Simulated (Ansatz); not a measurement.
**CH7BFN: a nudged elastic band in two tries**

Aim: a band of images between two relaxed ends for this system.

All numbers below are computed with Ansatz 0.2.0 (RKS B3LYP-D4/6-31G*).

### 1 Starting point

Bond lengths: B1–N2 1.418 Å, N2–H3 1.013 Å, N2–H4 1.014 Å, B1–C5 1.569 Å, C5–H6 1.098 Å, C5–H7 1.098 Å, C5–H8 1.097 Å, B1–H9 1.197 Å, F10–H11 0.949 Å. Angles: B1–N2–H3 122.4°, B1–N2–H4 122.1°, H3–N2–H4 113.0°, N2–B1–C5 121.3°, N2–B1–H9 116.3°, C5–B1–H9 122.4°, B1–C5–H6 110.5°, B1–C5–H7 109.6°, B1–C5–H8 114.5°, H6–C5–H7 106.0°, H6–C5–H8 108.0°, H7–C5–H8 107.8°.

Structure file:

```xyz
11

B     0.0764   -0.2837    0.2147
N     0.0754   -0.1088    1.6214
H    -0.7217   -0.3493    2.1976
H     0.9338   -0.0128    2.1527
C     1.3863   -0.1028   -0.6291
H     1.5735   -0.9927   -1.2453
H     1.2588    0.7313   -1.3320
H     2.2876    0.0950   -0.0349
H    -0.9761   -0.5560   -0.2858
F    -0.4531    2.4763    0.6269
H    -0.3118    1.7017    1.1567
```

### 2 The run

The input, input.yaml:

```yaml
crystal:
  periodic: [false, false, false]
  atoms:
    - { symbol: B, position_ang: [0.076355, -0.283659, 0.214674] }
    - { symbol: "N", position_ang: [0.075437, -0.108794, 1.621417] }
    - { symbol: H, position_ang: [-0.721664, -0.349302, 2.197594] }
    - { symbol: H, position_ang: [0.933817, -0.012804, 2.152698] }
    - { symbol: C, position_ang: [1.386331, -0.102779, -0.629134] }
    - { symbol: H, position_ang: [1.573487, -0.992747, -1.245254] }
    - { symbol: H, position_ang: [1.25876, 0.731311, -1.331982] }
    - { symbol: H, position_ang: [2.287552, 0.09505, -0.034892] }
    - { symbol: H, position_ang: [-0.976091, -0.556004, -0.285784] }
    - { symbol: F, position_ang: [-0.453055, 2.47632, 0.626894] }
    - { symbol: H, position_ang: [-0.311828, 1.701708, 1.156668] }
basis:
  gaussian: { orbitals: "6-31G*" }
hamiltonian:
  xc: b3lyp
  dispersion: d4
neb:
  order_check: false
  images: 7
  f_tol: 0.05
  max_iterations: 8
  final_atoms:
    - { symbol: B, position_ang: [-0.00556796, 0.61280746, 0.00987262] }
    - { symbol: "N", position_ang: [-0.02693677, 0.16726092, 1.65819078] }
    - { symbol: H, position_ang: [-0.14086423, -0.83821124, 1.78621625] }
    - { symbol: H, position_ang: [0.8382741, 0.45551337, 2.11937639] }
    - { symbol: C, position_ang: [1.32623935, -0.03348876, -0.60886764] }
    - { symbol: H, position_ang: [1.3441429, -1.13206433, -0.55294125] }
    - { symbol: H, position_ang: [1.40640721, 0.22184995, -1.67325052] }
    - { symbol: H, position_ang: [2.24651321, 0.33788658, -0.13045548] }
    - { symbol: H, position_ang: [-1.06219336, 0.15555426, -0.39019681] }
    - { symbol: F, position_ang: [0.00388299, 2.00951209, 0.10060693] }
    - { symbol: H, position_ang: [-0.80079642, 0.64167972, 2.12434773] }
  initial_path:
    images:
      - { positions_ang: [[0.076355, -0.283659, 0.214674], [0.075437, -0.108794, 1.621417], [-0.721664, -0.349302, 2.197594], [0.933817, -0.012804, 2.152698], [1.386331, -0.102779, -0.629134], [1.573487, -0.992747, -1.245254], [1.25876, 0.731311, -1.331982], [2.287552, 0.09505, -0.034892], [-0.976091, -0.556004, -0.285784], [-0.453055, 2.47632, 0.626894], [-0.311828, 1.701708, 1.156668]] }
      - { positions_ang: [[0.05658978, -0.21061773, 0.16056843], [0.05484852, -0.08094135, 1.69062223], [-0.76354449, -0.32615253, 2.25456613], [0.91861344, 0.05505989, 2.22226991], [1.38587265, -0.07970493, -0.6715351], [1.60467319, -1.00984309, -1.17681576], [1.25858202, 0.67413287, -1.44269534], [2.25592037, 0.19973536, -0.07706598], [-0.99000851, -0.41042374, -0.36408254], [-0.3854943, 2.24068289, 0.59851654], [-0.26695166, 1.54637236, 1.2485505]] }
      - { positions_ang: [[0.03682456, -0.13757647, 0.10646285], [0.03426003, -0.05308871, 1.75982746], [-0.80542497, -0.30300305, 2.31153825], [0.90340987, 0.12292379, 2.29184181], [1.38541431, -0.05663086, -0.71393621], [1.63585938, -1.02693919, -1.10837752], [1.25840404, 0.61695473, -1.55340867], [2.22428873, 0.30442073, -0.11923997], [-1.00392602, -0.26484349, -0.44238108], [-0.31793361, 2.00504579, 0.57013909], [-0.22207532, 1.39103672, 1.34043299]] }
      - { positions_ang: [[0.01705934, -0.0645352, 0.05235728], [0.01367155, -0.02523606, 1.82903269], [-0.84730546, -0.27985358, 2.36851038], [0.88820631, 0.19078768, 2.36141372], [1.38495596, -0.03355679, -0.75633731], [1.66704557, -1.04403528, -1.03993929], [1.25822606, 0.5597766, -1.66412201], [2.1926571, 0.40910609, -0.16141395], [-1.01784352, -0.11926323, -0.52067962], [-0.25037291, 1.76940868, 0.54176163], [-0.17719898, 1.23570109, 1.43231549]] }
      - { positions_ang: [[-0.00270588, 0.00850607, -0.00174829], [-0.00691694, 0.00261659, 1.89823791], [-0.88918595, -0.25670411, 2.42548251], [0.87300275, 0.25865157, 2.43098563], [1.38449761, -0.01048272, -0.79873842], [1.69823176, -1.06113138, -0.97150105], [1.25804808, 0.50259847, -1.77483535], [2.16102546, 0.51379146, -0.20358793], [-1.03176103, 0.02631703, -0.59897816], [-0.18281221, 1.53377157, 0.51338417], [-0.13232264, 1.08036545, 1.52419798]] }
      - { positions_ang: [[-0.0034214, 0.15958141, 0.00115694], [-0.0119219, 0.04377767, 1.83822613], [-0.70210552, -0.40208089, 2.26566594], [0.86432058, 0.30786702, 2.35308332], [1.36993305, -0.01623423, -0.75127072], [1.60970954, -1.07886461, -0.8668611], [1.29513786, 0.43241134, -1.74943914], [2.1823974, 0.46981524, -0.18530482], [-1.03936912, 0.05862634, -0.54678282], [-0.13613841, 1.6527067, 0.41018986], [-0.29944109, 0.97069402, 1.67423542]] }
      - { positions_ang: [[-0.00413692, 0.31065676, 0.00406217], [-0.01692686, 0.08493875, 1.77821435], [-0.51502509, -0.54745767, 2.10584938], [0.85563842, 0.35708247, 2.27518101], [1.35536848, -0.02198574, -0.70380303], [1.52118733, -1.09659785, -0.76222115], [1.33222764, 0.36222421, -1.72404293], [2.20376934, 0.42583902, -0.16702171], [-1.0469772, 0.09093564, -0.49458749], [-0.08946461, 1.77164183, 0.30699555], [-0.46655953, 0.86102258, 1.82427285]] }
      - { positions_ang: [[-0.00485244, 0.46173211, 0.00696739], [-0.02193181, 0.12609984, 1.71820256], [-0.32794466, -0.69283446, 1.94603281], [0.84695626, 0.40629792, 2.1972787], [1.34080392, -0.02773725, -0.65633533], [1.43266511, -1.11433109, -0.6575812], [1.36931743, 0.29203708, -1.69864672], [2.22514127, 0.3818628, -0.1487386], [-1.05458528, 0.12324495, -0.44239215], [-0.04279081, 1.89057696, 0.20380124], [-0.63367798, 0.75135115, 1.97431029]] }
      - { positions_ang: [[-0.00556796, 0.61280746, 0.00987262], [-0.02693677, 0.16726092, 1.65819078], [-0.14086423, -0.83821124, 1.78621625], [0.8382741, 0.45551337, 2.11937639], [1.32623935, -0.03348876, -0.60886764], [1.3441429, -1.13206433, -0.55294125], [1.40640721, 0.22184995, -1.67325052], [2.24651321, 0.33788658, -0.13045548], [-1.06219336, 0.15555426, -0.39019681], [0.00388299, 2.00951209, 0.10060693], [-0.80079642, 0.64167972, 2.12434773]] }
  spring: -5.0
```

Launch:

```sh
> ansatz run input.yaml --threads 1 --pin off --max-ram 2048MiB --backend cpu --events-out ev --progress --plain --runs-dir out
```

Q: Predict the outcome of this session. Wanted: first try.

The runs gave:

| quantity | value |
| --- | --- |
| first try | refused |
| cause | a negative spring would push the images apart instead of spacing them |

The fault in the first input was caught at the input check and cost nothing.
